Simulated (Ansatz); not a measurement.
I need the levels without and with spin-orbit coupling of SrGaSi, space group P-6m2. Use Ansatz 0.2.0 through its Python package. Use (first run): LDA, PAW, cutoff 510 eV, 9×9×7 k-points, Fermi-Dirac smearing of 0.1 eV.

Input file `POSCAR`:
```text
SrGaSi
1.0
   4.17957723    0.00000000    0.00000000
  -2.08978862    3.61962006    0.00000000
   0.00000000    0.00000000    4.73581666
Sr Ga Si
1 1 1
Direct
   0.00000000    0.00000000    0.00000000
   0.33333333    0.66666667    0.50000000
   0.66666667    0.33333333    0.50000000
```

`srgasi.py`
```python
"""Levels of SrGaSi without and with spin-orbit coupling."""

import ansatz as az
from ase.io import read

atoms = read("POSCAR", format="vasp")
crystal = az.Crystal.from_ase(atoms)

job = (
    crystal.calculation()
    .functional("lda")
    .basis(510)
    .kpoints(9, 9, 7)
    .occupations(az.OccupationsMethod.FERMI_DIRAC, width=0.1)
    .scf(max_iterations=75)
    .band_table()
)
for label, variant in (("scalar-relativistic", job), ("spin-orbit", job.spin(soc=True))):
    rep = variant.run().report
    zero = rep["band_edges_ev"][0] if rep.get("band_edges_ev") else rep["fermi_energy_ev"]
    near = [round(e - zero, 3) for e in rep["eigenvalues_ev"][0] if abs(e - zero) < 3]
    print(label)
    print("  band edges (eV):", [round(e, 3) for e in rep.get("band_edges_ev") or []] or "none reported")
    print("  levels at k =", rep["kpoints_frac"][0], "within 3 eV of the zero:", near)
```

`python srgasi.py` gives:
```text
scalar-relativistic
  band edges (eV): none reported
  levels at k = [0.0, 0.0, 0.0] within 3 eV of the zero: [-1.95, -1.281, -1.281, -0.275, 0.032, 2.741, 2.741]
spin-orbit
  band edges (eV): none reported
  levels at k = [0.0, 0.0, 0.0] within 3 eV of the zero: [-1.951, -1.951, -1.313, -1.313, -1.25, -1.25, -0.274, -0.274, 0.033, 0.033, 2.705, 2.705, 2.776, 2.776]
```

Caveats:
- The computed bands are complete only to about 2.7 eV above the Fermi level.
- The structure comes from a database of computed cells and needn't be a stable or known phase.
- Gaps and levels are Kohn-Sham values on a finite set of k-points.
- With spin-orbit coupling each level holds one electron and, with inversion or at time-reversal points, comes in pairs; a window in energy can cut a split set.
- The whole script took 60 s on 1 thread of Arm Neoverse V1 (shared host), peak memory 0.8 GiB.
